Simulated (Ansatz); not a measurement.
# TlIr7: one candidate of a structure search

Where does this trial cell of TlIr7 go when cell and atoms are let free?

Computed with Ansatz 0.2.0 (DFT PBE, scalar-relativistic, plane waves, PAW, unless a step's input says otherwise).

**1. Starting point**

The structure is cubic, space group Fm-3m (No. 225). The conventional cell has a = 7.978 Å, b = 7.978 Å, c = 7.978 Å, α = 90.00°, β = 90.00°, γ = 90.00°. Tl (site symmetry m-3m) is surrounded by 12 Ir at 2.82 Å. Ir (site symmetry mmm) is surrounded by 2 Tl at 2.82 Å and 10 Ir at 2.82 Å. Ir (site symmetry m-3m) is surrounded by 12 Ir at 2.82 Å.

Coordinates:

```xyz
8
Lattice="0.0000 3.9889 3.9889 3.9889 0.0000 3.9889 3.9889 3.9889 0.0000" Properties=species:S:1:pos:R:3 pbc="T T T"
Tl    0.0000    0.0000    0.0000
Ir    0.0000    1.9945    1.9945
Ir    3.9889    1.9945    1.9945
Ir    1.9945    0.0000    1.9945
Ir    1.9945    3.9889    1.9945
Ir    1.9945    1.9945    0.0000
Ir    1.9945    1.9945    3.9889
Ir    3.9889    3.9889    3.9889
```

A structure generator made this guess: species swapped into a database cell of CePd7 (Fm-3m, No. 225), with Tl on the Ce sites and Ir on the Pd sites. The dimensions are guesses.

**2. Probe: one point on a coarse mesh**

Input file input.yaml:

```yaml
crystal:
  lattice:
    - [0.0, 3.98893922, 3.98893922]
    - [3.98893922, 0.0, 3.98893922]
    - [3.98893922, 3.98893922, 0.0]
  atoms:
    - { symbol: Tl, position: [0.0, 0.0, 0.0] }
    - { symbol: Ir, position: [0.5, 0.0, 0.0] }
    - { symbol: Ir, position: [0.0, 0.5, 0.5] }
    - { symbol: Ir, position: [0.0, 0.5, 0.0] }
    - { symbol: Ir, position: [0.5, 0.0, 0.5] }
    - { symbol: Ir, position: [0.0, 0.0, 0.5] }
    - { symbol: Ir, position: [0.5, 0.5, 0.0] }
    - { symbol: Ir, position: [0.5, 0.5, 0.5] }
basis:
  ecutwfc: 420
kpoints:
  mp_grid: { grid: [4, 4, 4] }
hamiltonian:
  xc: pbe
scf:
  occupations: { method: gaussian, width: 0.1 }
  lower_state_search: "off"
output:
  forces: true
  stress: true
  eigenvalues: true
```

The run is started by

```bash
> ansatz run input.yaml --threads 1 --pin off --max-ram 2560MiB --backend cpu --events-out ev --progress --plain --runs-dir out
```

Further runs follow: rough relaxation on the coarse mesh; spin check on a coarse mesh; final relaxation.

What does the calculation give? Wanted: conventional cell; volume; energy over the elements; gap on the mesh.

The runs gave:

| quantity | value |
| --- | --- |
| symmetry at the end (tolerance 0.05 Å) | space group Fm-3m (No. 225) |
| conventional cell | a = 7.883 Å, b = 7.883 Å, c = 7.883 Å, α = 90.00°, β = 90.00°, γ = 90.00° |
| volume | 15.31 Å³/atom |
| energy over the elements | +0.29 eV/atom |
| gap on the mesh | none (metal) |

What this shows: The space group Fm-3m (No. 225) is kept, and the volume per atom shrinks by 3.5 % from the first guess. With a positive formation energy it can't be a ground state. No finished test with a distortion of lower symmetry is shown, so the end may be a saddle point. The runs treat Ir, Tl without spin-orbit coupling. Other magnetic orders were not searched.
